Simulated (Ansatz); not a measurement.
# C2H9NOSiZn: ionisation energy by level of theory

An exercise on one series of results from a longer session: the logs are not shown, and one member is left open.

Program: Ansatz 0.2.0, Gaussian basis. Level of theory: unrestricted cation, the program's frozen cores in correlated methods. These are calculated values, not measurements.

Plan: UKS PBE-D4/def2-TZVPP; UKS r2SCAN-D4/def2-TZVPP; UKS PBE0-D4/def2-TZVPP; UKS B3LYP-D4/def2-TZVPP; UKS wB97X-V/def2-TZVPP; UKS wB97M-V/def2-TZVPP; UKS B2PLYP (frozen core with 3s3p of Cu, Zn)/def2-TZVPP; UHF-CCSD(T) with 3s3p of Cu, Zn/def2-TZVPP; UHF-MP2 with 3s3p of Cu, Zn/def2-QZVPP; extrapolation to the limit; then −ε(HOMO) from the neutral's earlier runs with LDA (SPW92), PBE-D4, revPBE-D4, BLYP-D4, r2SCAN-D4, B97M-V, PBE0-D4, B3LYP-D4, r2SCANh-D4, r2SCAN0-D4, HSE06-D4, BHLYP-D4, CAM-B3LYP-D4, LC-ωPBE, ωB97X-V, ωB97M-V.

### The relaxed structure

An earlier PBE0-D4 in a triple-zeta def2 set relaxation fixed the geometry.

SMILES `C[N](C)[Zn][O][SiH3]`, 15 atoms, charge 0, spin multiplicity 1.

Atoms are counted from 1 here; the program's logs count them from 0.

Bond lengths: C1–N2 1.438 Å, C1–H7 1.093 Å, C1–H8 1.101 Å, C1–H9 1.102 Å, N2–C3 1.439 Å, N2–Zn4 1.796 Å, C3–H10 1.102 Å, C3–H11 1.101 Å, C3–H12 1.093 Å, Zn4–O5 1.762 Å, O5–Si6 1.621 Å, Si6–H13 1.494 Å, Si6–H14 1.489 Å, Si6–H15 1.491 Å. Angles: N2–C1–H7 111.6°, N2–C1–H8 111.2°, N2–C1–H9 112.4°, H7–C1–H8 107.2°, H7–C1–H9 107.4°, H8–C1–H9 106.9°, C1–N2–C3 112.6°, C1–N2–Zn4 123.3°, C3–N2–Zn4 123.2°, N2–C3–H10 112.3°, N2–C3–H11 111.2°, N2–C3–H12 111.6°, H10–C3–H11 106.9°, H10–C3–H12 107.4°, H11–C3–H12 107.2°, N2–Zn4–O5 176.0°, Zn4–O5–Si6 142.5°, O5–Si6–H13 112.0° and more.

Set-up of the first run:

Input file in.yaml:

```yaml
crystal:
  periodic: [false, false, false]
  atoms:
    - {symbol: C, position_ang: [-0.109134, -2.170453, 0.988193]}
    - {symbol: N, position_ang: [0.500317, -1.174566, 0.148046]}
    - {symbol: C, position_ang: [1.923426, -1.347387, 0.028894]}
    - {symbol: Zn, position_ang: [-0.368006, 0.280732, -0.446920]}
    - {symbol: O, position_ang: [-1.253061, 1.642848, -1.129451]}
    - {symbol: Si, position_ang: [-1.615200, 3.200825, -0.869219]}
    - {symbol: H, position_ang: [-1.191424, -2.034127, 1.052459]}
    - {symbol: H, position_ang: [0.067973, -3.184282, 0.596315]}
    - {symbol: H, position_ang: [0.286869, -2.150599, 2.016648]}
    - {symbol: H, position_ang: [2.436633, -1.280572, 1.002068]}
    - {symbol: H, position_ang: [2.170559, -2.332619, -0.396563]}
    - {symbol: H, position_ang: [2.366249, -0.593056, -0.626105]}
    - {symbol: H, position_ang: [-1.602824, 3.542370, 0.585237]}
    - {symbol: H, position_ang: [-2.972969, 3.499557, -1.401264]}
    - {symbol: H, position_ang: [-0.639397, 4.101318, -1.548309]}
basis:
  gaussian: {orbitals: def2-TZVPP}
total_charge: 1
magnetization: {spin_polarized: true, initial_magnetization: 1}
hamiltonian: {xc: pbe, dispersion: d4}
```

Started as:

```sh
ansatz run in.yaml --threads 2 --pin off --events-out ev --progress --plain --max-ram 22528MiB --backend cuda --devices 0, --max-vram 18GiB
```

Among the steps run: Cation, UKS PBE-D4/def2-TZVPP; Cation, UKS r2SCAN-D4/def2-TZVPP; Cation, UKS PBE0-D4/def2-TZVPP; Cation, UKS B3LYP-D4/def2-TZVPP; Cation, UKS wB97X-V/def2-TZVPP; Cation, UKS wB97M-V/def2-TZVPP; Cation, UKS B2PLYP (frozen core with 3s3p of Cu, Zn)/def2-TZVPP; Cation, UHF-CCSD(T) with 3s3p of Cu, Zn/def2-TZVPP; Cation, UHF-MP2 with 3s3p of Cu, Zn/def2-QZVPP.

One of the session's tables, all rows but one given; the rest of the session is left out.

It belongs to the step «Ionisation energies side by side». For comparison, −ε(HOMO) of the neutral from earlier runs:

| functional | −ε(HOMO) (eV) |
| --- | --- |
| LDA (SPW92) | 4.96 |
| PBE-D4 | ? |
| revPBE-D4 | 4.74 |
| BLYP-D4 | 4.71 |
| r2SCAN-D4 | 5.00 |
| B97M-V | 5.13 |
| PBE0-D4 | 6.03 |
| B3LYP-D4 | 5.85 |
| r2SCANh-D4 | 5.47 |
| r2SCAN0-D4 | 6.18 |
| HSE06-D4 | 5.62 |
| BHLYP-D4 | 7.22 |
| CAM-B3LYP-D4 | 7.41 |
| LC-ωPBE | 8.70 |
| ωB97X-V | 8.38 |
| ωB97M-V | 8.33 |

Q: Estimate the row for PBE-D4 from the others.

The run gave: −ε(HOMO) (eV): 4.81. In the column «−ε(HOMO) (eV)» it lies between revPBE-D4 (4.74) and LDA (SPW92) (4.96).

Caveats from the session: The cation may have settled in a state other than its lowest; no search over hole states beyond the program's own was made.
